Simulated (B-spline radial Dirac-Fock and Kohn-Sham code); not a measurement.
# An X-ray data sheet for Ge²⁺, step by step

What does theory give for Ge²⁺? The session works out its X-ray form factor and Compton profile, the binding energy of each subshell and how cheaper methods do for the levels.

Method: a free atom or ion on a radial basis; each step names its model; computed with B-spline radial Dirac-Fock and Kohn-Sham code, version 2.

### 1 The atom as given

Germanium as Ge²⁺, configuration 1s2 2s2 2p6 3s2 3p6 3d10 4s1 4p1 (an excited configuration).

| Item | Value |
| --- | --- |
| nuclear charge | 32 |
| electrons | 30 |
| mass number | 74 |
| nuclear rms radius | 4.0742 fm |

Outer shells as boxes (Hund's rule, for the drawing alone; heavy ions are jj-coupled, and the calculation averages over the configuration):

```
[Ar] core
3d [↑↓][↑↓][↑↓][↑↓][↑↓]
4s [↑ ]
4p [↑ ][  ][  ]
```

### 2 Form factor and Compton profile

Model: Dirac-Fock average of configuration, finite nucleus; form factor of the spherical density, Waller-Hartree incoherent function, impulse-approximation Compton profiles.

The run's settings:

```ini
task = scatter
Z = 32
charge = 2
configuration = 1s2 2s2 2p6 3s2 3p6 3d10 4s1 4p1
mass_number = 74
rms_radius = 4.0742  # fm
s = [0.0, 0.05, 0.1, 0.15, 0.2, 0.25, 0.3, 0.35, 0.4, 0.45, 0.5, 0.6, 0.7, 0.8, 0.9, 1.0, 1.1, 1.2, 1.4, 1.6, 1.8, 2.0, 2.5, 3.0, 3.5, 4.0, 5.0, 6.0]  # 1/A
pz = [0, 0.1, 0.14, 0.2, 0.29, 0.42, 0.6, 0.86, 1.2, 1.8, 2.5, 3.6, 5.2, 7.4, 11.0, 15.0, 22.0, 31.0, 45.0, 64.0, 92.0]  # a.u.
photon_energy = [1000, 17479.3, 20000, 50000, 100000, 200000, 500000, 1000000]  # eV
```

The program writes no log. Results of the run, from its result record (rounded, main fields):

```text
status: converged
form_factor [e]: [30.0, 29.615, 28.572, 27.123, 25.504, 23.854, 22.227, 20.642, 19.108, 17.639, 16.25, 13.771, 11.737, 10.142, 8.9301, 8.0242, 7.3467, 6.83, 6.0774, 5.493, 4.9595, 4.4445, 3.2843, 2.4261, 1.8757, 1.5451, 1.2127, 1.0297]
incoherent: [5.6524e-12, 0.50365, 1.7126, 3.1111, 4.4508, 5.7222, 6.9598, 8.1699, 9.3401, 10.457, 11.515, 13.454, 15.175, 16.695, 18.024, 19.172, 20.156, 21.001, 22.367, 23.436, 24.312, 25.05, 26.437, 27.333, 27.913, 28.31, 28.843, 29.207]
compton_total [1/a.u.]: [4.8588, 4.8311, 4.8048, 4.7497, 4.6346, 4.4139, 4.0592, 3.6026, 3.2188, 2.7391, 2.1256, 1.317, 0.7074, 0.38189, 0.17521, 0.084055, 0.03003, 0.010455, 0.0026438, 0.00057156, 9.9948e-05]
shells: ["1s1/2", "2s1/2", "2p1/2", "2p3/2", "3s1/2", "3p1/2", "3p3/2", "3d3/2", "3d5/2", "4s1/2", "4p1/2", "4p3/2"]
occupation: [2.0, 2.0, 2.0, 4.0, 2.0, 2.0, 4.0, 4.0, 6.0, 1.0, 0.33333, 0.66667]
mean_momentum [a.u.]: [27.621, 9.3909, 12.644, 12.399, 3.9106, 4.599, 4.5248, 4.867, 4.8356, 1.1614, 1.2017, 1.189]
r2 [bohr^2]: 21.463
r_inverse [1/bohr]: 157.49
r1 [bohr]: 18.262
coherent [b]: [579.37, 97.025, 81.187, 19.994, 6.0665, 1.6847, 0.28547, 0.072289]
incoherent_cross_section [b]: [0.41405, 10.563, 11.235, 14.0, 13.656, 11.827, 8.6049, 6.3177]
radial_jk:
  4p: {"j0": [1.0, 0.88904, 0.62078, 0.32914, 0.11353, -0.0016334, -0.040837, -0.039202, -0.022723, -0.0052602, 0.0078429, 0.019152, 0.01808, 0.012797, 0.0074106, 0.0033375, 0.000762, -0.00057892, -0.00095799, -4.6879e-05, 0.0009797, 0.0016952, 0.0020374, 0.0014337, 0.00079676, 0.00036566, -2.168e-06, -7.5622e-05], "j2": [0.0, 0.043334, 0.13759, 0.21389, 0.23275, 0.20039, 0.1444, 0.088834, 0.045712, 0.017413, 0.0015492, -0.0072752, -0.0034871, 0.0020766, 0.0059886, 0.0078327, 0.0081009, 0.007402, 0.0048987, 0.0025134, 0.0009023, 5.1244e-05, -0.0001589, 0.00038813, 0.00075225, 0.00085482, 0.00068955, 0.00045106], "r2": 6.3612, "r4": 63.759, "r6": 940.57}
```

Form factor and incoherent function, every second point:

| s (1/Å) | f (e) | f / N | S(s) |
| --- | --- | --- | --- |
| 0 | 30.00 | 1.000 | 0 |
| 0.100 | 28.57 | 0.952 | 1.713 |
| 0.200 | 25.50 | 0.850 | 4.451 |
| 0.300 | 22.23 | 0.741 | 6.960 |
| 0.400 | 19.11 | 0.637 | 9.340 |
| 0.500 | 16.25 | 0.542 | 11.52 |
| 0.700 | 11.74 | 0.391 | 15.17 |
| 0.900 | 8.930 | 0.298 | 18.02 |
| 1.10 | 7.347 | 0.245 | 20.16 |
| 1.40 | 6.077 | 0.203 | 22.37 |
| 1.80 | 4.959 | 0.165 | 24.31 |
| 2.50 | 3.284 | 0.109 | 26.44 |
| 3.50 | 1.876 | 0.063 | 27.91 |
| 5.00 | 1.213 | 0.040 | 28.84 |

### 3 Core and valence levels

Model: Dirac-Fock average of configuration, Delta-SCF, finite nucleus, first-order Breit with its frequency dependence, self-energy and vacuum polarisation.

Settings, as recorded:

```ini
task = binding
```

The program writes no log. Results of the run, from its result record (rounded, main fields):

```text
status: converged
shells: ["K", "L1", "L2", "L3", "M1", "M2", "M3", "M4", "M5", "N1", "N2,3"]
total_energy_parts [Ha]: [-2096.37541, 1.04764166, -0.0975531013, -0.00377072785, 0.701219341, -0.0664359537]
koopmans [eV]: [11207.6, 1476.21, 1309.64, 1277.41, 223.095, 166.475, 161.925, 65.561, 64.9039, 34.742, 24.5626]
dirac_coulomb [eV]: [11158.4, 1451.89, 1283.26, 1251.41, "-", 160.522, 156.157, 60.1756, 59.5932, 34.469, 24.4375]
gaunt [eV]: [-16.1591, -1.13165, -2.14739, -1.49659, "-", -0.229993, -0.13755, -0.00798706, 0.0253512, -0.010146, -0.0109872]
retardation [eV]: [1.0229, 0.0394612, 0.229512, 0.229645, "-", 0.026446, 0.0262734, -0.00263241, -0.00261414, 0.000368336, 0.00198458]
breit_frequency [eV]: [0.0454341, -0.00564027, -0.00075796, 0.0199991, "-", -0.000421966, 0.00262599, -0.000340897, -0.000309894, -8.95116e-05, 0.000121233]
self_energy [eV]: [-8.05696, -0.856571, 0.0971935, 0.0249285, "-", 0.014309, 0.00434281, 0.0100508, 0.00792845, -0.0124492, 0.0013139]
vacuum_polarisation [eV]: [0.7791, 0.0771794, -0.00564762, -0.00623829, "-", -0.000934027, -0.00102778, -0.000697845, -0.000689515, 0.00109316, -0.000139135]
binding [eV]: [11136.1, 1450.01, 1281.43, 1250.18, "-", 160.332, 156.052, 60.174, 59.6229, 34.4478, 24.4298]
mean_radius [bohr]: [0.0469778, 0.209, 0.181191, 0.18473, 0.622447, 0.639375, 0.649209, 0.71634, 0.721227, 1.97129, 2.37259]
```

total_energy_parts: Dirac-Coulomb, Gaunt, retardation, frequency dependence, self-energy, vacuum polarisation. Blank entries are hole states that did not converge, or in which two open shells of one symmetry are about equally filled, where the average of configuration falls too low.

Each level as Koopmans' value plus corrections (eV):

| level | -ε | relaxation | Breit | QED | binding |
| --- | --- | --- | --- | --- | --- |
| K (1s) | 11207.6 | -49.14 | -15.09 | -7.28 | 11136.1 |
| L1 (2s) | 1476.2 | -24.32 | -1.10 | -0.78 | 1450.0 |
| L2 (2p1/2) | 1309.6 | -26.38 | -1.92 | 0.09 | 1281.4 |
| L3 (2p3/2) | 1277.4 | -26.00 | -1.25 | 0.02 | 1250.2 |
| M2 (3p1/2) | 166.5 | -5.95 | -0.20 | 0.01 | 160.3 |
| M3 (3p3/2) | 161.9 | -5.77 | -0.11 | 0.00 | 156.1 |
| M4 (3d3/2) | 65.56 | -5.39 | -0.01 | 0.01 | 60.17 |
| M5 (3d5/2) | 64.90 | -5.31 | 0.02 | 0.01 | 59.62 |
| N1 (4s) | 34.74 | -0.27 | -0.01 | -0.01 | 34.45 |
| N2,3 (4p) | 24.56 | -0.13 | -0.01 | 0.00 | 24.43 |

Line energies follow by subtraction:

| line | energy (eV) |
| --- | --- |
| Kβ1 (K-M3) | 10980.0 |
| Kβ3 (K-M2) | 10975.7 |
| Kα1 (K-L3) | 9885.9 |
| Kα2 (K-L2) | 9854.6 |
| Lβ3 (L1-M3) | 1294.0 |
| Lβ4 (L1-M2) | 1289.7 |
| Lγ5 (L2-N1) | 1247.0 |
| Lβ1 (L2-M4) | 1221.3 |
| Lβ6 (L3-N1) | 1215.7 |
| Lα1 (L3-M5) | 1190.6 |
| Lα2 (L3-M4) | 1190.0 |

### 4 The levels by Dirac LDA

Model: Dirac-Kohn-Sham LDA (Slater exchange, VWN correlation), finite nucleus, spherical and without spin polarisation.

Settings, as recorded:

```ini
task = binding-ladder
method = lda,vwn
relativity = dirac
```

The program writes no log. Results of the run, from its result record (rounded, main fields):

```text
status: converged
shells: ["K", "L1", "L2", "L3", "M1", "M2", "M3", "M4", "M5", "N1", "N2,3"]
minus_eigenvalue [eV]: [10959.8, 1390.63, 1240.74, 1208.93, 189.456, 140.008, 135.716, 51.5401, 50.949, 30.5921, 20.9478]
delta_scf [eV]: [11157.0, 1422.23, 1279.51, 1246.73, 201.929, 152.308, 147.91, 63.0258, 62.3924, 36.148, 25.6414]
total_energy [Ha]: -2094.78904
dirac_fock_binding [eV]: [11136.1, 1450.01, 1281.43, 1250.18, "-", 160.332, 156.052, 60.174, 59.6229, 34.4478, 24.4298]
```

Against the Dirac-Fock value with Breit and QED (eV):

| level | -ε | miss | ΔSCF | miss | Dirac-Fock |
| --- | --- | --- | --- | --- | --- |
| K | 10959.8 | -176.2 | 11157.0 | +20.9 | 11136.1 |
| L1 | 1390.6 | -59.4 | 1422.2 | -27.8 | 1450.0 |
| L2 | 1240.7 | -40.7 | 1279.5 | -1.9 | 1281.4 |
| L3 | 1208.9 | -41.2 | 1246.7 | -3.5 | 1250.2 |
| M2 | 140.0 | -20.3 | 152.3 | -8.0 | 160.3 |
| M3 | 135.7 | -20.3 | 147.9 | -8.1 | 156.1 |
| M4 | 51.54 | -8.6 | 63.03 | +2.9 | 60.17 |
| M5 | 50.95 | -8.7 | 62.39 | +2.8 | 59.62 |
| N1 | 30.59 | -3.9 | 36.15 | +1.7 | 34.45 |
| N2,3 | 20.95 | -3.5 | 25.64 | +1.2 | 24.43 |

### 5 Cost and miss of the cheaper method

| method | level | eigenvalue miss (%) | ΔSCF miss (%) | time |
| --- | --- | --- | --- | --- |
| Dirac LDA | K | -1.58 | +0.19 | 6.2 s |
| Dirac-Fock + Breit + QED | all | - | reference | 9.5 s |

Times cover the ground state and all hole states of a step, on one thread of a shared host; states solved in an earlier step are reused, and a first call can include compiling.

### 6 Results

| quantity | value |
| --- | --- |
| rms radius of the electron cloud | 0.846 bohr |
| form factor halves at | 0.55 1/Å |
| Compton profile at zero | 4.859 1/a.u. |
| deepest level listed, K (1s) | 11136.1 eV |
| least bound, N2,3 (4p) | 24.43 eV |
| Kα1 | 9885.9 eV |
| Dirac LDA, K: eigenvalue / ΔSCF | 10959.8 / 11157.0 eV |

**Reading.** The form factor starts at the 30 electrons and halves by s = 0.55 1/Å. Incoherent scattering outweighs coherent from 100 keV on, among the energies asked. The K (1s) level lies 49.1 eV under Koopmans' value by relaxation alone; Breit gives -15.09 and QED -7.28 eV. Dirac LDA misses the K level by -1.6 % with its eigenvalue and by +0.2 % with ΔSCF, so total-energy differences mend most of the error. The Hartree-Fock and Dirac-Fock values hold no electron correlation.
